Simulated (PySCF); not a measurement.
# C7H5BrO2: excited states, first hyperpolarisability

Wanted: excited states, first hyperpolarisability for C7H5BrO2 (`O=C(O)c1cccc(Br)c1`).

Programs: PySCF 2.14.0, with routines of our own; each step states its level. All values are computed. Atoms count from 0.

### Step 1. The starting structure

15 atoms, charge 0, multiplicity 1; geometry from: GFN2-xTB.

### Step 2. Relaxing the molecule at PBE0-D3(BJ)/def2-SVP

The job: settings as JSON, then the geometry in Å.

```
{"job": {"xc": "PBE0", "basis": "def2-SVP", "d3": "d3bj", "grid": 2, "kind": "geom"}, "charge": 0, "multiplicity": 1}
O      2.810743    -1.030474    -0.246734
C      2.112224    -0.054680    -0.143201
O      2.614542     1.186439    -0.104216
C      0.632497    -0.091925    -0.047450
C     -0.005607    -1.329998    -0.076247
C     -1.383534    -1.399293     0.009763
C     -2.134933    -0.241256     0.125143
C     -1.488202     0.984438     0.152033
Br    -2.518381     2.578511     0.309206
C     -0.111971     1.078122     0.067314
H      3.581699     1.154280    -0.170549
H      0.597624    -2.220281    -0.165965
H     -1.881167    -2.356350    -0.012837
H     -3.211076    -0.286722     0.192874
H      0.381127     2.037180     0.088955
```

Launch:

```sh
OMP_NUM_THREADS=1 python excited_run.py task.json out
```

This one command runs all jobs of the session in turn.

Log:

```text
step   0  E = -2993.01123671  max force = 0.012070
step   1  E = -2993.01200310  max force = 0.002248
step   2  E = -2993.01230862  max force = 0.004082
step   3  E = -2993.01229281  max force = 0.003962
step   4  E = -2993.01243418  max force = 0.003164
step   5  E = -2993.01246709  max force = 0.001104
step   6  E = -2993.01248259  max force = 0.000582
step   7  E = -2993.01248668  max force = 0.000950
step   8  E = -2993.01249089  max force = 0.000278
optimisation converged
```

Wall time 2.8 min (1 thread of Arm Neoverse V1, shared host); peak memory 0.96 GiB.

The steps of the relaxation:

| step | energy from step 0 (eV) | largest force component (eV/Å) |
| --- | --- | --- |
| 0 | 0.0000 | 0.6207 |
| 1 | -0.0209 | 0.1156 |
| 2 | -0.0292 | 0.2099 |
| 3 | -0.0287 | 0.2037 |
| 4 | -0.0326 | 0.1627 |
| 5 | -0.0335 | 0.0568 |
| 6 | -0.0339 | 0.0299 |
| 7 | -0.0340 | 0.0489 |
| 8 | -0.0341 | 0.0143 |

Close pairs (by a distance rule), those that changed most:

| bond | before (Å) | after (Å) | change (Å) |
| --- | --- | --- | --- |
| C7–Br8 | 1.904 | 1.887 | -0.018 |
| C5–H12 | 1.079 | 1.092 | +0.013 |
| C4–H11 | 1.079 | 1.091 | +0.012 |
| C6–H13 | 1.079 | 1.091 | +0.012 |
| C9–H14 | 1.079 | 1.090 | +0.011 |
| C7–C9 | 1.382 | 1.392 | +0.010 |
| C5–C6 | 1.385 | 1.394 | +0.009 |
| C6–C7 | 1.386 | 1.395 | +0.009 |

The final coordinates are the input of the step that follows.

| at the end point | value |
| --- | --- |
| point group (found at 0.08 Å tolerance) | Cs |
| rotational constants (GHz, main isotopes) | 2.037, 0.478, 0.387 |
| dipole moment (D) | 0.29 |

### Step 3. Excited states: TDA CAM-B3LYP/aug-cc-pVDZ

The job: settings as JSON, then the geometry in Å.

```
{"job": {"kind": "states", "xc": "CAM-B3LYP", "basis": "aug-cc-pVDZ", "tda": true, "soc": true, "nstates": 6, "ntriplets": 5, "nquad": 4}, "charge": 0, "multiplicity": 1}
O      2.898802    -1.124435    -0.092621
C      2.211118    -0.138889    -0.008975
O      2.723681     1.092377     0.110282
C      0.723566    -0.150344    -0.024201
C      0.078766    -1.384165    -0.149006
C     -1.310621    -1.436099    -0.168429
C     -2.063114    -0.266746    -0.063779
C     -1.408044     0.958630     0.061008
Br    -2.420779     2.543983     0.204442
C     -0.018331     1.030236     0.081501
H      3.687120     0.989104     0.109497
H      0.689070    -2.285456    -0.229205
H     -1.822082    -2.396145    -0.266136
H     -3.153850    -0.301523    -0.078461
H      0.490102     1.989379     0.178712
```

Method: TDA CAM-B3LYP/aug-cc-pVDZ excited states, vertical, gas phase, spin-orbit mean-field couplings.

Log:

```text
coarse grid: 66312 points
cycle   1  E = -2994.1480846279  dE =  1.208e+00  |g| = 9.496e-01  |ddm| = 3.082e+01
cycle   2  E = -2993.9568803514  dE =  1.912e-01  |g| = 1.433e+00  |ddm| = 1.118e+01
cycle   3  E = -2994.3274999848  dE = -3.706e-01  |g| = 1.879e-01  |ddm| = 7.210e+00
cycle   4  E = -2994.3332046037  dE = -5.705e-03  |g| = 8.073e-02  |ddm| = 7.911e-01
cycle   5  E = -2994.3344128898  dE = -1.208e-03  |g| = 1.187e-02  |ddm| = 3.024e-01
cycle   6  E = -2994.3344459782  dE = -3.309e-05  |g| = 4.391e-03  |ddm| = 1.353e-01
cycle   7  E = -2994.3344512804  dE = -5.302e-06  |g| = 1.324e-03  |ddm| = 4.085e-02
final grid: 140808 points
cycle   8  E = -2994.3344354001  dE = -9.103e-08  |g| = 1.493e-03  |ddm| = 4.508e-02
cycle   9  E = -2994.3344348880  dE =  5.121e-07  |g| = 2.118e-03  |ddm| = 1.994e-02
cycle  10  E = -2994.3344359967  dE = -1.109e-06  |g| = 2.096e-04  |ddm| = 1.170e-02
cycle  11  E = -2994.3344360064  dE = -9.722e-09  |g| = 7.174e-05  |ddm| = 1.076e-03
cycle  12  E = -2994.3344360078  dE = -1.382e-09  |g| = 3.294e-05  |ddm| = 5.579e-04
cycle  13  E = -2994.3344360081  dE = -3.483e-10  |g| = 7.704e-06  |ddm| = 2.451e-04
converged SCF energy = -2994.3344360081

Singlet excitations
state   eV       nm        f     d(h-e)  d(exc)  Lambda  PR(NTO)  |dmu|/D   mu/D   main configurations
  1   4.9295   251.5   0.02712   0.869   3.220   0.645   1.514    2.734    3.182   H->L 0.68, H-1->L+1 0.16
  2   5.2078   238.1   0.00008   1.303   2.800   0.357   1.010    3.980    3.479   H-2->L 0.46, H-3->L 0.40
  3   5.7121   217.1   0.08714   0.767   3.172   0.724   1.661    2.313    2.769   H-1->L 0.50, H->L+1 0.32, H->L 0.14
  4   5.8383   212.4   0.00000   0.899   3.216   0.310   1.025    3.330    3.021   H->L+4 0.31, H->L+5 0.29, H->L+2 0.14
  5   6.5295   189.9   0.98042   1.205   3.328   0.699   2.102                     H->L+1 0.53, H-1->L 0.31
  6   6.5498   189.3   0.01724   0.392   4.438   0.281   1.411                     H->L+2 0.45, H->L+4 0.26

Triplet excitations (Tamm-Dancoff)
state   eV     d(h-e)  d(exc)  Lambda  PR(NTO)   main configurations
  1   3.7312   0.320   2.775   0.678   1.450   H->L 0.37, H-1->L 0.33, H->L+1 0.16
  2   4.1578   0.649   2.965   0.671   1.019   H->L 0.52, H-1->L 0.30
  3   4.4891   0.292   2.875   0.720   1.766   H->L+1 0.60, H-1->L 0.29
  4   4.7822   1.201   2.685   0.355   1.010   H-2->L 0.42, H-3->L 0.40
  5   5.1838   0.042   2.778   0.648   1.050   H-1->L+1 0.85, H->L+1 0.09
S1 - T1 = 1.1983 eV

Spin-orbit couplings |<S|Hso|T>| (cm-1)
             T1       T2       T3       T4       T5
S0        0.984    2.455    2.779   50.066    1.469
S1        0.256    0.111    0.143   39.011    0.038
S2       33.561   33.144   11.993    1.316    5.375
S3        0.299    0.153    0.374   28.055    0.270
S4       65.118   14.823   71.110    0.845   24.969
S5        1.054    1.189    0.557    9.030    0.350
S6       98.166  125.760   10.373   19.285   16.554
T1 sublevels (cm-1): 0.000 0.202 0.439   radiative rates (1/s): 116 2.66 0.761
```

It took 2 min on 1 thread of Arm Neoverse V1, shared host; peak memory 1.3 GiB.

From this job:

| quantity | value |
| --- | --- |
| S1 less T1 | 1.20 eV |

Orbitals, density, ELF and potential are computed afterwards from the orbital file.

Frontier orbitals at CAM-B3LYP/aug-cc-pVDZ, with the share of their density that lies nearest to each atom:

| orbital | energy (eV) | lies on |
| --- | --- | --- |
| HOMO | -8.55 | Br8 35 %; C4, C7 about 18 % each; C6, C9 about 8 % each |
| LUMO | -0.79 | C1, C3, C6 about 16 % each; O0 10 %; C4, C9 about 9 % each |

ELF in a plane through or near 15 of the atoms.

Values, 10 rows by 14 columns:
```
0.00 0.00 0.00 0.00 0.00 0.00 0.00 0.00 0.00 0.00 0.00 0.00 0.00 0.00
0.00 0.00 0.00 0.00 0.00 0.00 0.00 0.05 0.59 0.63 0.19 0.03 0.00 0.00
0.00 0.00 0.00 0.00 0.00 0.01 0.68 0.03 0.82 0.62 0.64 0.60 0.02 0.00
0.00 0.00 0.01 0.17 0.70 0.04 1.00 0.48 0.47 0.53 0.81 0.55 0.02 0.00
0.00 0.00 0.77 0.97 0.72 0.07 0.62 0.25 0.17 0.80 0.32 0.23 0.00 0.00
0.00 0.00 0.01 0.08 0.41 0.72 0.53 0.38 0.30 0.42 0.99 0.98 0.04 0.00
0.00 0.00 0.29 0.87 0.60 0.19 0.52 0.23 0.32 0.69 0.05 0.00 0.00 0.00
0.00 0.00 0.00 0.17 0.44 0.02 1.00 0.76 0.21 1.00 0.89 0.00 0.00 0.00
0.00 0.00 0.00 0.00 0.00 0.00 0.14 0.03 0.00 0.15 0.00 0.00 0.00 0.00
0.00 0.00 0.00 0.00 0.00 0.00 0.00 0.00 0.00 0.00 0.00 0.00 0.00 0.00
```
The map spans 12.5 Å across and 10.8 Å up, centred on the molecule. Atoms in the plane (x, y in Å): O0 (-2.7, -1.3), C1 (-2.1, -0.3), O2 (-2.7, 0.9), C3 (-0.6, -0.1), C4 (0.1, -1.3), C5 (1.5, -1.3), C6 (2.2, 0.0), C7 (1.4, 1.1), Br8 (2.3, 2.8), C9 (0.0, 1.1), H10 (-3.7, 0.8), H11 (-0.4, -2.3), H12 (2.1, -2.2), H13 (3.3, 0.0), H14 (-0.6, 2.0).

log10 of the density (e/Å³) in the same plane.

Values, 10 rows by 14 columns:
```
-4.0 -4.0 -4.0 -4.0 -4.0 -4.0 -4.0 -3.7 -3.2 -2.9 -3.3 -4.0 -4.0 -4.0
-4.0 -4.0 -4.0 -4.0 -4.0 -4.0 -3.6 -2.4 -1.5 -1.0 -1.4 -2.3 -3.4 -4.0
-4.0 -4.0 -4.0 -3.2 -2.8 -2.5 -1.7 -1.6 -0.4  1.4  0.0 -1.3 -2.6 -3.9
-4.0 -4.0 -2.5 -1.4 -0.9 -1.3  0.1 -0.4 -0.3  0.1 -0.3 -1.5 -2.7 -4.0
-4.0 -3.3 -1.2  0.3  1.7 -0.7 -0.1  0.4  0.3  0.1 -0.8 -1.6 -2.9 -4.0
-4.0 -3.4 -1.9 -0.9  0.2  0.3  1.3 -0.3 -0.3  0.9  0.1 -1.0 -2.7 -4.0
-4.0 -3.5 -1.8 -0.1  1.7 -0.7 -0.3  1.1  0.3  0.1 -1.4 -2.4 -3.5 -4.0
-4.0 -4.0 -2.9 -1.8 -1.3 -1.6 -0.5 -0.8 -1.1 -0.4 -1.6 -3.1 -4.0 -4.0
-4.0 -4.0 -4.0 -3.6 -3.2 -3.0 -2.4 -2.4 -2.6 -2.4 -3.0 -4.0 -4.0 -4.0
-4.0 -4.0 -4.0 -4.0 -4.0 -4.0 -4.0 -4.0 -4.0 -4.0 -4.0 -4.0 -4.0 -4.0
```
The map spans 12.5 Å across and 10.8 Å up, centred on the molecule. Atoms in the plane (x, y in Å): O0 (-2.7, -1.3), C1 (-2.1, -0.3), O2 (-2.7, 0.9), C3 (-0.6, -0.1), C4 (0.1, -1.3), C5 (1.5, -1.3), C6 (2.2, 0.0), C7 (1.4, 1.1), Br8 (2.3, 2.8), C9 (0.0, 1.1), H10 (-3.7, 0.8), H11 (-0.4, -2.3), H12 (2.1, -2.2), H13 (3.3, 0.0), H14 (-0.6, 2.0).

On the surface of density 0.002 e/bohr³ the electrostatic potential runs, from the 1st to the 99th percentile, from -1.38 V near O0 to 2.43 V near H10.

### Step 4. Excited states: TDDFT CAM-B3LYP/aug-cc-pVDZ

Settings changed since step 3:

```diff
@@ -1,2 +1,2 @@
-{"job": {"kind": "states", "xc": "CAM-B3LYP", "basis": "aug-cc-pVDZ", "tda": true, "soc": true, "nstates": 6, "ntriplets": 5, "nquad": 4}, "charge": 0, "multiplicity": 1}
+{"job": {"kind": "states", "xc": "CAM-B3LYP", "basis": "aug-cc-pVDZ", "tpa": true, "nstates": 8, "nquad": 6, "ntriplets": 0}, "charge": 0, "multiplicity": 1}
 O      2.898802    -1.124435    -0.092621
```

With the program's defaults for keys left out, this is: TDDFT CAM-B3LYP/aug-cc-pVDZ excited states, vertical, gas phase, two-photon moments by quadratic response.

Log:

```text
coarse grid: 66312 points
cycle   1  E = -2994.1480846279  dE =  1.208e+00  |g| = 9.496e-01  |ddm| = 3.082e+01
cycle   2  E = -2993.9568803514  dE =  1.912e-01  |g| = 1.433e+00  |ddm| = 1.118e+01
cycle   3  E = -2994.3274999848  dE = -3.706e-01  |g| = 1.879e-01  |ddm| = 7.210e+00
cycle   4  E = -2994.3332046037  dE = -5.705e-03  |g| = 8.073e-02  |ddm| = 7.911e-01
cycle   5  E = -2994.3344128898  dE = -1.208e-03  |g| = 1.187e-02  |ddm| = 3.024e-01
cycle   6  E = -2994.3344459782  dE = -3.309e-05  |g| = 4.391e-03  |ddm| = 1.353e-01
cycle   7  E = -2994.3344512804  dE = -5.302e-06  |g| = 1.324e-03  |ddm| = 4.085e-02
final grid: 140808 points
cycle   8  E = -2994.3344354001  dE = -9.103e-08  |g| = 1.493e-03  |ddm| = 4.508e-02
cycle   9  E = -2994.3344348880  dE =  5.121e-07  |g| = 2.118e-03  |ddm| = 1.994e-02
cycle  10  E = -2994.3344359967  dE = -1.109e-06  |g| = 2.096e-04  |ddm| = 1.170e-02
cycle  11  E = -2994.3344360064  dE = -9.722e-09  |g| = 7.174e-05  |ddm| = 1.076e-03
cycle  12  E = -2994.3344360078  dE = -1.382e-09  |g| = 3.294e-05  |ddm| = 5.579e-04
cycle  13  E = -2994.3344360081  dE = -3.483e-10  |g| = 7.704e-06  |ddm| = 2.451e-04
converged SCF energy = -2994.3344360081

Singlet excitations
state   eV       nm        f     d(h-e)  d(exc)  Lambda  PR(NTO)  |dmu|/D   mu/D   delta(TPA)   sigma/GM   main configurations
  1   4.8395   256.2   0.02811   0.850   3.198   0.641   1.496    2.969    3.420       33.87      0.291   H->L 0.75, H-1->L+1 0.12
  2   5.1860   239.1   0.00002   1.309   2.807   0.357   1.012    3.977    3.476        0.08      0.001   H-2->L 0.46, H-3->L 0.40
  3   5.5207   224.6   0.07494   0.652   3.091   0.726   1.723    2.012    2.480       58.18      0.650   H-1->L 0.57, H->L+1 0.29, H->L 0.11
  4   5.7999   213.8   0.00009   0.911   3.210   0.311   1.029    3.318    3.013        5.95      0.073   H->L+4 0.31, H->L+5 0.29, H->L+2 0.14
  5   6.2274   199.1   0.73940   1.071   3.270   0.705   2.037    2.818    3.253      197.18      2.801   H->L+1 0.62, H-1->L 0.32
  6   6.5222   190.1   0.17726   0.445   3.192   0.611   1.716    1.229    1.657       26.10      0.407   H-1->L+1 0.74, H->L 0.11
  7   6.5466   189.4   0.01645   0.440   4.442   0.281   1.445                                            H->L+2 0.45, H->L+4 0.25
  8   6.5600   189.0   0.00062   2.577   4.242   0.348   1.402                                            H-3->L 0.40, H-2->L 0.39
```

Wall time 2.4 min (1 thread of Arm Neoverse V1, shared host); peak memory 1.4 GiB.

### Step 5. First hyperpolarisability: quadratic response CAM-B3LYP/aug-cc-pVDZ

Settings changed since step 4:

```diff
@@ -1,2 +1,2 @@
-{"job": {"kind": "states", "xc": "CAM-B3LYP", "basis": "aug-cc-pVDZ", "tpa": true, "nstates": 8, "nquad": 6, "ntriplets": 0}, "charge": 0, "multiplicity": 1}
+{"job": {"kind": "beta", "xc": "CAM-B3LYP", "basis": "aug-cc-pVDZ"}, "charge": 0, "multiplicity": 1}
 O      2.898802    -1.124435    -0.092621
```

Method: quadratic response CAM-B3LYP/aug-cc-pVDZ first hyperpolarisability, Taylor convention, gas phase.

Log:

```text
coarse grid: 66312 points
cycle   1  E = -2994.1480846279  dE =  1.208e+00  |g| = 9.496e-01  |ddm| = 3.082e+01
cycle   2  E = -2993.9568803514  dE =  1.912e-01  |g| = 1.433e+00  |ddm| = 1.118e+01
cycle   3  E = -2994.3274999848  dE = -3.706e-01  |g| = 1.879e-01  |ddm| = 7.210e+00
cycle   4  E = -2994.3332046037  dE = -5.705e-03  |g| = 8.073e-02  |ddm| = 7.911e-01
cycle   5  E = -2994.3344128898  dE = -1.208e-03  |g| = 1.187e-02  |ddm| = 3.024e-01
cycle   6  E = -2994.3344459782  dE = -3.309e-05  |g| = 4.391e-03  |ddm| = 1.353e-01
cycle   7  E = -2994.3344512804  dE = -5.302e-06  |g| = 1.324e-03  |ddm| = 4.085e-02
final grid: 140808 points
cycle   8  E = -2994.3344354001  dE = -9.103e-08  |g| = 1.493e-03  |ddm| = 4.508e-02
cycle   9  E = -2994.3344348880  dE =  5.121e-07  |g| = 2.118e-03  |ddm| = 1.994e-02
cycle  10  E = -2994.3344359967  dE = -1.109e-06  |g| = 2.096e-04  |ddm| = 1.170e-02
cycle  11  E = -2994.3344360064  dE = -9.722e-09  |g| = 7.174e-05  |ddm| = 1.076e-03
cycle  12  E = -2994.3344360078  dE = -1.382e-09  |g| = 3.294e-05  |ddm| = 5.579e-04
cycle  13  E = -2994.3344360081  dE = -3.483e-10  |g| = 7.704e-06  |ddm| = 2.451e-04
converged SCF energy = -2994.3344360081

Lowest singlets (eV, f): 4.8395 0.0281  5.1860 0.0000  5.5207 0.0750

First hyperpolarisability (au)
process     nm      |vector|   parallel      HRS      DR
static         -      165.41      94.63      87.63   2.884
shg       1907.0      186.77     106.57      95.93   3.062
eope      1907.0      172.21      98.44          -       -
shg       1064.0      246.06     139.54     118.91    3.52
eope      1064.0      188.39     107.47          -       -
```

Run time: 1.9 min. Hardware: 1 thread of Arm Neoverse V1, shared host; peak memory 1.3 GiB.

### Step 6. Excited states: TDA CAM-B3LYP/aug-cc-pVDZ in ethanol

Settings changed since step 5:

```diff
@@ -1,2 +1,2 @@
-{"job": {"kind": "beta", "xc": "CAM-B3LYP", "basis": "aug-cc-pVDZ"}, "charge": 0, "multiplicity": 1}
+{"job": {"kind": "states", "xc": "CAM-B3LYP", "basis": "aug-cc-pVDZ", "tda": true, "soc": true, "nstates": 6, "ntriplets": 5, "nquad": 4, "solvent": "ethanol"}, "charge": 0, "multiplicity": 1}
 O      2.898802    -1.124435    -0.092621
```

Method: TDA CAM-B3LYP/aug-cc-pVDZ excited states, vertical, IEF-PCM ethanol (non-equilibrium response), spin-orbit mean-field couplings.

Log:

```text
coarse grid: 66312 points
cycle   1  E = -2994.1691684224  dE =  1.187e+00  |g| = 9.307e-01  |ddm| = 3.086e+01
cycle   2  E = -2994.0313338658  dE =  1.378e-01  |g| = 1.317e+00  |ddm| = 1.141e+01
cycle   3  E = -2994.3417819492  dE = -3.104e-01  |g| = 1.366e-01  |ddm| = 7.231e+00
cycle   4  E = -2994.3444430441  dE = -2.661e-03  |g| = 7.465e-02  |ddm| = 6.560e-01
cycle   5  E = -2994.3454709521  dE = -1.028e-03  |g| = 9.531e-03  |ddm| = 2.801e-01
cycle   6  E = -2994.3454927225  dE = -2.177e-05  |g| = 3.784e-03  |ddm| = 1.228e-01
cycle   7  E = -2994.3454966653  dE = -3.943e-06  |g| = 1.040e-03  |ddm| = 3.809e-02
final grid: 140808 points
cycle   8  E = -2994.3454804881  dE = -1.650e-07  |g| = 1.120e-03  |ddm| = 4.161e-02
cycle   9  E = -2994.3454803296  dE =  1.585e-07  |g| = 1.432e-03  |ddm| = 1.409e-02
cycle  10  E = -2994.3454808182  dE = -4.886e-07  |g| = 1.298e-04  |ddm| = 7.964e-03
cycle  11  E = -2994.3454808221  dE = -3.884e-09  |g| = 6.030e-05  |ddm| = 6.312e-04
cycle  12  E = -2994.3454808233  dE = -1.191e-09  |g| = 2.004e-05  |ddm| = 5.707e-04
cycle  13  E = -2994.3454808234  dE = -1.082e-10  |g| = 4.674e-06  |ddm| = 1.567e-04
converged SCF energy = -2994.3454808234

Singlet excitations
state   eV       nm        f     d(h-e)  d(exc)  Lambda  PR(NTO)  |dmu|/D   mu/D   main configurations
  1   4.9264   251.7   0.03754   0.862   3.207   0.643   1.474    3.077    3.742   H->L 0.70, H-1->L+1 0.15
  2   5.3396   232.2   0.00011   1.253   2.781   0.358   1.011    4.260    3.535   H-3->L 0.50, H-2->L 0.36
  3   5.6511   219.4   0.14991   0.781   3.145   0.726   1.533    2.726    3.425   H-1->L 0.59, H->L+1 0.24, H->L 0.13
  4   5.8757   211.0   0.00001   1.034   3.216   0.322   1.022    4.163    3.787   H->L+4 0.37, H->L+5 0.31, H->L+2 0.09
  5   6.3952   193.9   1.15180   1.082   3.287   0.713   1.885                     H->L+1 0.63, H-1->L 0.25
  6   6.5340   189.8   0.02204   0.335   4.395   0.267   1.056                     H->L+2 0.61, H->L+4 0.23

Triplet excitations (Tamm-Dancoff)
state   eV     d(h-e)  d(exc)  Lambda  PR(NTO)   main configurations
  1   3.7496   0.318   2.760   0.681   1.482   H-1->L 0.37, H->L 0.33, H->L+1 0.16
  2   4.1544   0.673   2.976   0.665   1.024   H->L 0.55, H-1->L 0.30
  3   4.5043   0.288   2.860   0.723   1.688   H->L+1 0.61, H-1->L 0.26
  4   4.9295   1.163   2.675   0.357   1.011   H-3->L 0.50, H-2->L 0.33
  5   5.1772   0.070   2.781   0.652   1.052   H-1->L+1 0.84, H->L+1 0.10
S1 - T1 = 1.1768 eV

Spin-orbit couplings |<S|Hso|T>| (cm-1)
             T1       T2       T3       T4       T5
S0        0.921    2.210    2.928   48.965    1.356
S1        0.250    0.087    0.110   38.413    0.045
S2       31.695   32.922   13.402    1.412    5.689
S3        0.204    0.103    0.264   27.330    0.236
S4       61.588   15.426   68.998    0.633   28.844
S5        0.260    0.073    0.187    6.514    0.346
S6        7.571   10.136    3.515    1.471    2.863
T1 sublevels (cm-1): 0.000 0.212 0.220   radiative rates (1/s): 0.74 1.39 0.569
```

It took 1.9 min on 1 thread of Arm Neoverse V1, shared host; peak memory 1.4 GiB.

Key values:

| quantity | value |
| --- | --- |
| S1 less T1 | 1.18 eV |

### Step 7. Outcome

| quantity | value |
| --- | --- |
| point group | Cs |
| rotational constants (main isotopes) | 2.04, 0.48, 0.39 GHz |
| S1 less T1 (step 3, TDA CAM-B3LYP/aug-cc-pVDZ) | 1.20 eV |
| surface potential, 1st and 99th percentile | -1.38 V and 2.43 V |
| β vector (step 5, quadratic response CAM-B3LYP/aug-cc-pVDZ) | static 165, SHG 1907.0 nm 187, SHG 1064.0 nm 246 au |
| S1 less T1 (step 6, TDA CAM-B3LYP/aug-cc-pVDZ in ethanol) | 1.18 eV |

**Reading.** Relaxing lowered the energy by 0.034 eV in 8 steps; the close pair that moved most is C7–Br8, from 1.904 to 1.887 Å. No frequency check was run at this level, so the end point may be a saddle. Scalar relativity is left out for the heavy atoms. In step 3, the number of triplets below S1 is 4, and the largest singlet-triplet spin-orbit coupling is S6–T2, 125.76 cm⁻¹. By nearest atom (CAM-B3LYP/aug-cc-pVDZ), the HOMO sits on Br8 35 %; C4, C7 about 18 % each and the LUMO on C1, C3, C6 about 16 % each; O0 10 %. Steps that list no spin-orbit terms leave them out, which matters at and beside the heavy atoms. β grows from 165 au (static) to 246 au for doubling at 1064.0 nm: normal dispersion, which grows as twice the photon energy moves toward the bright states. In step 6, the number of triplets below S1 is 3, and the largest singlet-triplet spin-orbit coupling is S4–T3, 69.00 cm⁻¹. The orbital labels of the leading configurations differ from run to run, so check that S1 and T1 are the same states before comparing rows.
